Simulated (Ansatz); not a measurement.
**AlGa2H+ (quartet): the correlation ladder, cc-pVDZ**

The task here is to estimate one member of a computed series from the others.

Program: Ansatz 0.2.0, Gaussian basis. Level of theory: cc-pVDZ, core rule «outside noble gas», up to 33 orbitals frozen. These are calculated values, not measurements.

The runs, in order: UHF; CCSD(T) on ROHF; CCSD(T) on UHF; BCCD(T) on ROHF; CISD; CCSDT(Q) on ROHF; CCSDT(Q) on UHF.

31 further runs of the same task are left out: 2 for a known fault of the program, 17 that didn't finish, 12 set aside as unsound or not needed.

### The system

The geometry is a PBE0/def2-TZVP stationary point (not a proven minimum) of the parent state, kept for this charge and spin. No spin-orbit coupling is included. The filled d shell of Ga may be among the frozen orbitals whatever the setting's name suggests; the logs give the count.

4 atoms, charge 1, spin multiplicity 4.

Atoms are counted from 1 here; the program's logs count them from 0.

Bond lengths: Ga1–Al2 2.555 Å, Al2–Ga3 2.555 Å, Al2–H4 1.846 Å. Angles: Ga1–Al2–Ga3 72.4°, Ga1–Al2–H4 52.9°, Ga3–Al2–H4 52.9°.

Set-up of the first run:

Input file in.yaml:

```yaml
crystal:
  periodic: [false, false, false]
  atoms:
    - {symbol: Ga, position_ang: [-0.004403, 0.336351, 1.508986]}
    - {symbol: Al, position_ang: [-0.022649, -1.725034, 0.000000]}
    - {symbol: Ga, position_ang: [-0.004403, 0.336351, -1.508986]}
    - {symbol: H, position_ang: [1.215461, -0.355847, 0.000000]}
basis:
  gaussian: {orbitals: cc-pVDZ}
total_charge: 1
magnetization: {spin_polarized: true, initial_magnetization: 3}
hamiltonian: {xc: hf}
output: {orbitals: {seedname: orbitals}}
```

Run with:

```console
$ ansatz run in.yaml --threads 1 --pin off --events-out ev --progress --plain --max-ram 2393MiB
```

Among the steps run: UHF; CCSD(T) on ROHF; CCSD(T) on UHF; BCCD(T) on ROHF; CISD; CCSDT(Q) on ROHF; CCSDT(Q) on UHF.

One of the session's tables, all rows but one given; the rest of the session is left out.

| method | from UCCSDT(Q) (meV) |
| --- | --- |
| ROHF | +4656.6 |
| UHF | +4322.2 |
| RMP2 | +1188.4 |
| UMP2 | ? |
| RCCSD | +250.0 |
| UCCSD | +234.0 |
| RCCSD(T) | +65.2 |
| UCCSD(T) | +59.8 |
| BCCD(T) | +64.9 |
| RCCSDT | +20.0 |
| UCCSDT | +12.3 |
| RCCSDT(Q) | +7.9 |
| UCCSDT(Q) | 0 |

Estimate the missing values for UMP2.

The run gave: from UCCSDT(Q) (meV): +1233.6. In the column «from UCCSDT(Q) (meV)» it lies between RMP2 (+1188.4) and UHF (+4322.2).

Not comparable, so not listed: CISD (they don't share determinant, frozen orbitals or solution with the rows shown, or repeat one).

Limits of these values: Restricted and unrestricted rows rest on different reference determinants; where their highest levels disagree by more than a few hundredths of an eV, they describe different states and don't form one ladder.
